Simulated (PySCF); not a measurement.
# C₆H₁₇P₂+: excited states

Aim: compute the excited states of C₆H₁₇P₂+ (`CCCC[P+](C)(C)P`).

Computed with PySCF 2.14.0 and routines of our own; the level stands in each step. Atoms count from 0.

### 1 The starting structure

25 atoms, charge 1, multiplicity 1; geometry from: GFN2-xTB.

### 2 Optimising the geometry at PBE0-D3(BJ)/def2-SVP

The job: settings as JSON, then the geometry in Å.

```
{"job": {"xc": "PBE0", "basis": "def2-SVP", "d3": "d3bj", "grid": 1, "kind": "geom"}, "charge": 1, "multiplicity": 1}
C      3.125833     0.002321     1.086708
C      2.615397     0.730130    -0.151329
C      1.093859     0.891677    -0.165584
C      0.374648    -0.444917    -0.362572
P     -1.437603    -0.235549    -0.337964
C     -1.975996    -0.084367     1.398139
C     -2.174178    -1.758700    -0.999211
P     -1.960844     1.430085    -1.631223
H      2.789316    -1.031110     1.115562
H      4.211558    -0.005594     1.086348
H      2.793259     0.503998     1.992663
H      2.932451     0.197215    -1.049232
H      3.063200     1.724167    -0.182810
H      0.780334     1.351779     0.775364
H      0.816639     1.565201    -0.984351
H      0.644005    -1.155012     0.423683
H      0.648944    -0.879643    -1.328464
H     -1.489845     0.770449     1.866259
H     -3.056202     0.051490     1.440809
H     -1.706603    -0.990663     1.939174
H     -3.257937    -1.729212    -0.890454
H     -1.925236    -1.851573    -2.056120
H     -1.783062    -2.621108    -0.459650
H     -1.810127     2.351454    -0.590500
H     -3.322745     1.241626    -1.368725
```

Launch:

```
OMP_NUM_THREADS=1 python excited_run.py task.json out
```

The driver reads the jobs from task.json and runs them one after another.

The program printed:

```text
step   0  E = -920.45704040  max force = 0.020523
step   1  E = -920.46046456  max force = 0.003775
step   2  E = -920.46060673  max force = 0.001290
step   3  E = -920.46064600  max force = 0.000802
step   4  E = -920.46068381  max force = 0.001701
step   5  E = -920.46071391  max force = 0.001882
step   6  E = -920.46074479  max force = 0.001154
step   7  E = -920.46076106  max force = 0.000326
step   8  E = -920.46076621  max force = 0.000375
optimisation converged
```

Wall time 4.1 min (1 thread of Arm Neoverse N1, shared host); peak memory 0.81 GiB.

The steps of the relaxation:

```csv
step,energy from step 0 (eV),largest force component (eV/Å)
0,0.0000,1.0553
1,-0.0932,0.1941
2,-0.0970,0.0663
3,-0.0981,0.0412
4,-0.0991,0.0875
5,-0.1000,0.0968
6,-0.1008,0.0593
7,-0.1012,0.0168
8,-0.1014,0.0193
```

Distances of close pairs at the start and the end, largest changes first:

```csv
bond,before (Å),after (Å),change (Å)
P7–H23,1.398,1.427,+0.029
P7–H24,1.400,1.428,+0.029
P4–P7,2.173,2.197,+0.024
P4–C5,1.824,1.805,-0.019
C0–H8,1.087,1.102,+0.015
C0–H10,1.088,1.102,+0.014
C0–H9,1.086,1.099,+0.014
C3–P4,1.824,1.811,-0.013
```

The end geometry stands in the next job.

```csv
at the end point,value
point group (found at 0.08 Å tolerance),C1
"rotational constants (GHz, main isotopes)","1.972, 0.713, 0.631"
```

### 3 Excited states: TDA CAM-B3LYP/def2-SVP

The job: settings as JSON, then the geometry in Å.

```
{"job": {"kind": "states", "xc": "CAM-B3LYP", "basis": "def2-SVP", "tda": true, "soc": true, "nstates": 8, "ntriplets": 4, "nquad": 4}, "charge": 1, "multiplicity": 1}
C      3.130159     0.017311     1.252822
C      2.585651     0.926653     0.163141
C      1.062684     1.051827     0.143277
C      0.367011    -0.270112    -0.178105
P     -1.442705    -0.200964    -0.137448
C     -2.009843     0.106406     1.548468
C     -2.106317    -1.780562    -0.701686
P     -2.095857     1.326474    -1.574733
H      2.823484    -1.033066     1.123185
H      4.229387     0.024887     1.251518
H      2.801953     0.345035     2.252438
H      2.932384     0.585362    -0.827523
H      2.998814     1.939687     0.290891
H      0.719842     1.431410     1.121859
H      0.774872     1.806365    -0.608012
H      0.653368    -1.065144     0.532366
H      0.641778    -0.626285    -1.186101
H     -1.607890     1.061849     1.913874
H     -3.108441     0.146320     1.571205
H     -1.661889    -0.708296     2.202960
H     -3.205154    -1.767991    -0.656670
H     -1.787966    -1.967233    -1.737702
H     -1.728466    -2.587246    -0.055132
H     -1.828227     2.391603    -0.662803
H     -3.459012     1.184824    -1.172184
```

With the program's defaults for keys left out, this is: TDA CAM-B3LYP/def2-SVP excited states, vertical, gas phase, spin-orbit mean-field couplings.

The program printed:

```text
coarse grid: 20304 points
cycle   1  E = -920.6612332484  dE =  9.162e-01  |g| = 4.002e-01  |ddm| = 4.657e+00
cycle   2  E = -920.6829466320  dE = -2.171e-02  |g| = 3.203e-01  |ddm| = 1.007e+00
cycle   3  E = -920.7111438114  dE = -2.820e-02  |g| = 3.834e-02  |ddm| = 4.481e-01
cycle   4  E = -920.7115562305  dE = -4.124e-04  |g| = 1.200e-02  |ddm| = 6.127e-02
cycle   5  E = -920.7115935521  dE = -3.732e-05  |g| = 3.082e-03  |ddm| = 1.579e-02
cycle   6  E = -920.7115962167  dE = -2.665e-06  |g| = 6.114e-04  |ddm| = 3.977e-03
final grid: 182424 points
cycle   7  E = -920.8374255928  dE = -4.055e-05  |g| = 3.801e-03  |ddm| = 2.438e-02
cycle   8  E = -920.8374266689  dE = -1.076e-06  |g| = 3.333e-03  |ddm| = 7.266e-03
cycle   9  E = -920.8374295324  dE = -2.864e-06  |g| = 1.643e-04  |ddm| = 3.108e-03
cycle  10  E = -920.8374295398  dE = -7.353e-09  |g| = 9.394e-05  |ddm| = 3.861e-04
cycle  11  E = -920.8374295422  dE = -2.476e-09  |g| = 1.774e-05  |ddm| = 1.428e-04
cycle  12  E = -920.8374295423  dE = -9.027e-11  |g| = 5.182e-06  |ddm| = 2.899e-05
converged SCF energy = -920.8374295423

Singlet excitations
state   eV       nm        f     d(h-e)  d(exc)  Lambda  PR(NTO)  |dmu|/D   mu/D   main configurations
  1   7.1362   173.7   0.16389   0.522   2.574   0.673   1.062    1.350    3.860   H->L 0.85
  2   7.5865   163.4   0.02611   0.473   2.705   0.598   1.034    0.957    3.778   H->L+1 0.92
  3   8.2862   149.6   0.02722   0.848   3.010   0.482   1.075    2.054    3.602   H->L+2 0.72, H->L+3 0.13
  4   8.4604   146.5   0.01933   2.756   4.284   0.286   1.122   10.234    7.668   H-2->L 0.64, H-4->L 0.11
  5   8.6091   144.0   0.04954   3.123   4.607   0.283   1.198                     H-1->L 0.63
  6   8.7411   141.8   0.01360   3.209   4.454   0.235   1.131                     H-3->L 0.56, H-1->L 0.14, H-2->L 0.10
  7   8.9159   139.1   0.01588   0.669   3.364   0.487   1.918                     H->L+4 0.51, H->L+3 0.13, H-4->L+1 0.10
  8   8.9488   138.5   0.01334   1.210   3.808   0.420   2.186                     H->L+3 0.26, H-3->L 0.17, H->L+4 0.15

Triplet excitations (Tamm-Dancoff)
state   eV     d(h-e)  d(exc)  Lambda  PR(NTO)   main configurations
  1   5.4691   0.433   2.464   0.685   1.010   H->L 0.92
  2   6.2819   0.329   2.337   0.585   1.020   H->L+1 0.79, H->L+4 0.10
  3   7.5441   0.418   2.732   0.490   1.704   H-4->L 0.43, H->L+2 0.16, H-6->L 0.12
  4   7.8365   0.551   2.897   0.480   1.640   H->L+2 0.51, H-4->L 0.15, H->L+3 0.09
S1 - T1 = 1.6671 eV

Spin-orbit couplings |<S|Hso|T>| (cm-1)
             T1       T2       T3       T4
S0       81.000   79.009   27.828   22.907
S1       21.913   55.311   37.325   64.727
S2       58.063   17.971   11.266   15.750
S3       55.267   39.717    1.457    1.380
S4       26.141    6.507   23.009   13.760
S5       24.248    2.461    9.352    8.449
S6       15.954    2.904    6.281    3.841
S7        8.724   29.089   14.774   23.119
S8       15.161   12.097    8.576   10.221
T1 sublevels (cm-1): 0.000 0.340 0.345   radiative rates (1/s): 2.13 117 145
```

It took 1.8 min on 1 thread of Arm Neoverse N1, shared host; peak memory 1 GiB.

Key values:

```csv
quantity,value
S1 less T1,1.67 eV
```

Orbitals, density, ELF and potential are computed afterwards from the orbital file.

Frontier orbitals at CAM-B3LYP/def2-SVP, with the share of their density that lies nearest to each atom:

```csv
orbital,energy (eV),lies on
HOMO,-13.78,"P7 62 %; H23, H24 about 8 % each; P4 7 %"
LUMO,-3.34,"P7 41 %; P4 22 %; H23, H24 about 8 % each"
```

ELF in a plane through or near 9 of the atoms.

Ten even steps from '0' (0.00) to '9' (1.00):
```
0000000000000000000000000000
0000000000000000000000000000
0000000000000000000000000000
0000000000000000034100000000
0000000000000000599710000000
0000000586001100699721100000
0000210798018720288689910000
0006984574048841262399950000
0008997341037655598799930000
0005863674245948117323200000
0000001433859766126200000000
0000017956814313798357500000
0000069994579501574899910000
0000089990299702763999930000
0000017940089208998589900000
0000000000011009998112100000
0000000000000006984000000000
0000000000000000220000000000
0000000000000000000000000000
0000000000000000000000000000
```
The map spans 13.8 Å across and 10.4 Å up, centred on the molecule. Atoms in the plane (x, y in Å): C1 (-2.6, -0.5), C2 (-1.2, -0.8), C3 (-0.2, 0.4), C6 (2.5, 1.4), H12 (-3.2, -1.4), H20 (3.6, 1.3), H22 (2.1, 2.4), H23 (1.5, -2.6), H24 (3.4, -1.7).

log10 of the density (e/Å³) in the same plane.

Values, 10 rows by 14 columns:
```
-4.0 -4.0 -4.0 -4.0 -4.0 -4.0 -4.0 -4.0 -4.0 -4.0 -4.0 -4.0 -4.0 -4.0
-4.0 -4.0 -4.0 -4.0 -4.0 -4.0 -4.0 -4.0 -3.4 -2.9 -3.4 -4.0 -4.0 -4.0
-4.0 -4.0 -3.9 -3.0 -2.5 -2.9 -3.1 -3.0 -1.8 -0.9 -1.8 -2.9 -4.0 -4.0
-4.0 -3.4 -2.2 -1.6 -0.9 -1.6 -1.1 -1.3 -1.0  0.3 -0.2 -1.3 -3.2 -4.0
-4.0 -2.9 -1.2 -0.5 -0.5 -1.3 -0.1 -0.1 -0.3  0.1 -0.1 -1.2 -3.1 -4.0
-4.0 -3.4 -2.0 -0.9  0.8  0.0  0.2 -0.1  0.2 -0.3 -1.4 -2.3 -3.7 -4.0
-4.0 -4.0 -2.5 -0.6  0.1 -0.2  0.2 -1.2 -0.5 -0.2 -0.2 -1.4 -3.2 -4.0
-4.0 -4.0 -3.3 -1.9 -1.7 -1.7 -1.1 -1.7 -0.1 -0.3 -0.7 -1.7 -3.3 -4.0
-4.0 -4.0 -4.0 -4.0 -3.8 -3.6 -3.2 -2.6 -1.5 -1.6 -2.4 -3.2 -4.0 -4.0
-4.0 -4.0 -4.0 -4.0 -4.0 -4.0 -4.0 -4.0 -3.3 -3.4 -4.0 -4.0 -4.0 -4.0
```
The map spans 13.8 Å across and 10.4 Å up, centred on the molecule. Atoms in the plane (x, y in Å): C1 (-2.6, -0.5), C2 (-1.2, -0.8), C3 (-0.2, 0.4), C6 (2.5, 1.4), H12 (-3.2, -1.4), H20 (3.6, 1.3), H22 (2.1, 2.4), H23 (1.5, -2.6), H24 (3.4, -1.7).

On the surface of density 0.002 e/bohr³ the electrostatic potential runs, from the 1st to the 99th percentile, from 2.60 to 5.40 V.

### 4 Summary of results

| quantity | value |
| --- | --- |
| point group | C1 |
| rotational constants (main isotopes) | 1.97, 0.71, 0.63 GHz |
| S1 less T1 (step 3, TDA CAM-B3LYP/def2-SVP) | 1.67 eV |

In words: The optimisation took 8 steps and gained 0.101 eV; among the close pairs (by a distance rule), P7–H23 changed most, from 1.398 to 1.427 Å. No frequency check was run at this level, so the end point may be a saddle. In step 3, the number of triplets below S1 is 2, and the largest singlet-triplet spin-orbit coupling is S0–T1, 81.00 cm⁻¹. At CAM-B3LYP/def2-SVP, counted by nearest atom on the grid, the HOMO lies on P7 62 %; H23, H24 about 8 % each, the LUMO on P7 41 %; P4 22 %.
